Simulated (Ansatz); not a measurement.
# BCl3: molecular dynamics

Aim: follow the molecule's vibrations and see whether its bonds hold. The start is relaxed first. Runs: 500 steps of 2 fs under a Nosé-Hoover thermostat, set from 300 K to 75 K by a schedule. SMILES of the start: ClB(Cl)Cl.

Program: Ansatz 0.2.0. Level of theory: RHF/def2-SVP. These are calculated values, not measurements.

## 1. The system as given

Bond lengths: B1–Cl2 1.860 Å, B1–Cl3 1.860 Å, B1–Cl4 1.860 Å. Angles: Cl2–B1–Cl3 120.0°, Cl2–B1–Cl4 120.0°, Cl3–B1–Cl4 120.0°.

Structure file:

```xyz
4

B     0.0000    0.0000    0.0000
Cl    0.0000    0.0000    1.8600
Cl    1.6108    0.0000   -0.9300
Cl   -1.6108    0.0000   -0.9300
```

## 2. Relaxing the start

Contents of input.yaml:

```yaml
crystal:
  periodic: [false, false, false]
  atoms:
    - { symbol: B, position_ang: [0.0, 0.0, 0.0] }
    - { symbol: Cl, position_ang: [0.0, 0.0, 1.86] }
    - { symbol: Cl, position_ang: [1.6108, 0.0, -0.93] }
    - { symbol: Cl, position_ang: [-1.6108, 0.0, -0.93] }
basis:
  gaussian: { orbitals: def2-SVP }
hamiltonian:
  xc: hf
relax:
  f_tol: 0.02
  max_steps: 40
output:
  orbitals: {}
```

On the command line:

```bash
$ ansatz run input.yaml --threads 1 --pin off --max-ram 2048MiB --backend cpu --events-out ev --progress --plain --runs-dir out
```

The runs that follow: The run.

**Question.** What will these runs give? Wanted: relaxation of the start; temperature, first and last step; temperature, second half; potential energy, second half; largest change of the conserved energy; bonds formed or broken.

As calculated:

```
                              quantity                        value
               relaxation of the start      3 moves, 0.491 eV lower
                                length            500 steps of 2 fs
      temperature, first and last step                 300 and 68 K
              temperature, second half  mean 164 K, from 4 to 533 K
         potential energy, second half  +11 meV/atom from the start
largest change of the conserved energy                0.30 meV/atom
                bonds formed or broken                            0
```

The set-point goes from 300 to 75 K in 1000 fs, and the last tenth of the run averages 110 K. Such a rate, of order 10^14 K/s, is far beyond any furnace or quench, and the atoms lag the set-point. The conserved energy strays from its start by at most 0.30 meV/atom, 2.4 % of the mean kinetic energy, fair for a step of 2 fs. The bonding pattern survives the run. Averages from a run of 1000 fs with 4 atoms are rough.
